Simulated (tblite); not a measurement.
# C6H13BClP: the cost of one run

The runs use tblite 0.8.0 and PySCF 2.14.0, with density-fitted response routines of our own; the level of theory stands in each step. All values are computed, except where a source is named. Atoms count from 0, in the outputs and in this text.

### 1 The starting structure

22 atoms, charge 0, multiplicity 1; geometry from: force field or distance geometry start.

Bonds of the start (Å): C0–C1 1.52, C1–C2 1.54, C2–B3 1.58, B3–P4 1.93, B3–C5 1.60, C5–C6 1.53, C6–Cl7 1.80, C6–C8 1.54, C8–C1 1.56, C0–H9 1.11, C0–H10 1.12, C0–H11 1.11, C1–H12 1.13, C2–H13 1.11, C2–H14 1.12, P4–H15 1.46, P4–H16 1.45, C5–H17 1.11, C5–H18 1.11, C6–H19 1.11, C8–H20 1.11, C8–H21 1.11.

### 2 Geometry optimisation with GFN2-xTB

What the job is given:

```
{"job": {"kind": "relax", "xc": "GFN2-xTB", "basis": "xTB"}, "charge": 0, "multiplicity": 1}
C     -2.128800     1.459500     0.043600
C     -0.857000     0.634000     0.092600
C      0.131300     1.075500    -1.001900
B      1.403300     0.141500    -1.031100
P      3.162500     0.837900    -0.638000
C      1.113600    -1.435300    -0.988000
C      0.071800    -1.773200     0.085600
Cl     0.797600    -1.693000     1.732200
C     -1.180300    -0.884000    -0.005300
H     -2.667500     1.305200    -0.917600
H     -2.821100     1.172000     0.871900
H     -1.902800     2.538900     0.154800
H     -0.383600     0.824600     1.100900
H      0.440700     2.130200    -0.837900
H     -0.374100     1.021400    -1.997100
H      2.700700     1.691700     0.450600
H      3.525400    -0.228000     0.270700
H      0.729300    -1.741600    -1.981600
H      2.058400    -1.992300    -0.793700
H     -0.240600    -2.828800    -0.059200
H     -1.698900    -1.073300    -0.970600
H     -1.890200    -1.163500     0.807200
```

Started as:

```
$ OMP_NUM_THREADS=1 python probes_run.py task.json out
```

This one command runs all jobs of the session in turn.

Q: Estimate the wall time and peak memory of this first job on 1 thread of Intel Xeon at 2.50GHz, shared host.

About 3.7 s, with a peak of 0.18 GiB.
